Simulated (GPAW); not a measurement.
The system is NaSb2Au.

```
CELL_PARAMETERS angstrom
4.35730 0.00000 0.00000
-2.17865 3.77354 0.00000
0.00000 0.00000 6.81847
ATOMIC_POSITIONS crystal
Na 0.00000 0.00000 0.50000
Sb 0.66667 0.33333 0.81632
Sb 0.33333 0.66667 0.18368
Au 0.00000 0.00000 0.00000
```

The cell was built by a generator and needn't be a form met in nature.

Base run:

| Property | Result |
| --- | --- |
| Program | GPAW 26.7.0 |
| Functional | PBE |
| Potentials or basis | GPAW PAW data sets (gpaw-data 1.2.1) |
| Cutoff | 800 eV |
| Basis | pw |
| k mesh | 5 × 5 × 3 |
| Occupations | fermi-dirac, width 0.05 eV |
| Spin | no spin polarisation |

Its results: pressure 0.1 GPa; largest force 0.004 eV/Å.

Task: The run is repeated on the same cell with these changes: functional from PBE to PBEsol; potentials or basis from GPAW PAW data sets (gpaw-data 1.2.1) to PAW data sets generated in the run's folder for this functional. What comes out?

Result: Pressure -2.4 GPa; largest force 0.292 eV/Å.

Caveats: with this Au data set, volumes or pressures lay over 1.5 % or 2 GPa off other programs in two to four cells of ten.
